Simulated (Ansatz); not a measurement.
**CH2SSe: one species, many methods**

An exercise on one series of results from a longer session: the logs are not shown, and one member is left open.

The runs use Ansatz 0.2.0, Gaussian basis; functionals in def2-TZVPP, the program's frozen cores in correlated methods.

The runs, in order: LDA (SPW92), PBE-D4, revPBE-D4, BLYP-D4, r2SCAN-D4, B97M-V, PBE0-D4, B3LYP-D4, r2SCANh-D4, r2SCAN0-D4, HSE06-D4, BHLYP-D4, CAM-B3LYP-D4, LC-ωPBE, ωB97X-V, ωB97M-V, B2PLYP, PBE-QIDH; CCSD(T)/def2-SVP; CCSD(T)/def2-TZVPP; MP2/def2-QZVPP; extrapolation to the limit; RPA on PBE.

## The relaxed structure

All runs share one geometry, relaxed beforehand with PBE0-D4 in a triple-zeta def2 set.

SMILES `SC=[Se]`, 5 atoms, charge 0, spin multiplicity 1.

Atoms are counted from 1 here; the program's logs count them from 0.

Bond lengths: S1–C2 1.707 Å, S1–H4 1.347 Å, C2–Se3 1.762 Å, C2–H5 1.090 Å. Angles: C2–S1–H4 96.6°, S1–C2–Se3 129.3°, S1–C2–H5 110.4°, Se3–C2–H5 120.3°.

The first run:

in.yaml

```yaml
crystal:
  periodic: [false, false, false]
  atoms:
    - {symbol: S, position_ang: [-1.251146, 0.418959, -0.075616]}
    - {symbol: C, position_ang: [0.208241, -0.358719, 0.348502]}
    - {symbol: Se, position_ang: [1.796602, -0.238041, -0.403670]}
    - {symbol: H, position_ang: [-0.760894, 1.107316, -1.124926]}
    - {symbol: H, position_ang: [0.057098, -1.003015, 1.214311]}
basis:
  gaussian: {orbitals: def2-TZVPP}
hamiltonian: {xc: lda}
output: {orbitals: {seedname: orbitals}}
```

On the command line:

```
$ ansatz run in.yaml --threads 2 --pin off --events-out ev --progress --plain --max-ram 4352MiB
```

Steps of the session up to this table: LDA; PBE-D4 (GGA); revPBE-D4 (GGA); BLYP-D4 (GGA); r2SCAN-D4 (meta-GGA); B97M-V (meta-GGA); B3LYP-D4 (hybrid); r2SCANh-D4 (hybrid); r2SCAN0-D4 (hybrid); HSE06-D4 (hybrid); BHLYP-D4 (hybrid); CAM-B3LYP-D4 (range-separated); LC-ωPBE (range-separated); ωB97X-V (range-separated); ωB97M-V (range-separated); B2PLYP (double hybrid); PBE-QIDH (double hybrid).

One table of the session follows, with a row left open; its other results are not shown here.

It belongs to the step «Orbital energies across the functionals». 

```
  functional  HOMO (eV)  LUMO (eV)  gap (eV)
 LDA (SPW92)      -5.41      -3.47      1.94
      PBE-D4      -5.26      -3.27      1.98
   revPBE-D4      -5.20      -3.20      2.00
     BLYP-D4      -5.08      -3.12      1.97
   r2SCAN-D4      -5.49      -3.23      2.26
      B97M-V      -5.56      -3.12      2.44
     PBE0-D4      -6.40      -2.50      3.90
    B3LYP-D4      -6.15      -2.66      3.49
  r2SCANh-D4      -5.91      -2.93      2.98
  r2SCAN0-D4      -6.55      -2.48      4.07
    HSE06-D4      -6.00      -2.88      3.13
    BHLYP-D4      -7.37      -1.55      5.82
CAM-B3LYP-D4      -7.67      -1.43      6.24
     LC-ωPBE          ?          ?         ?
     ωB97X-V      -8.69      -0.45      8.23
     ωB97M-V      -8.53      -0.47      8.06
```

Estimate the missing values for LC-ωPBE.

The run gave: HOMO (eV): -9.05; LUMO (eV): -0.46; gap (eV): 8.59. In the column «HOMO (eV)» it is the lowest.
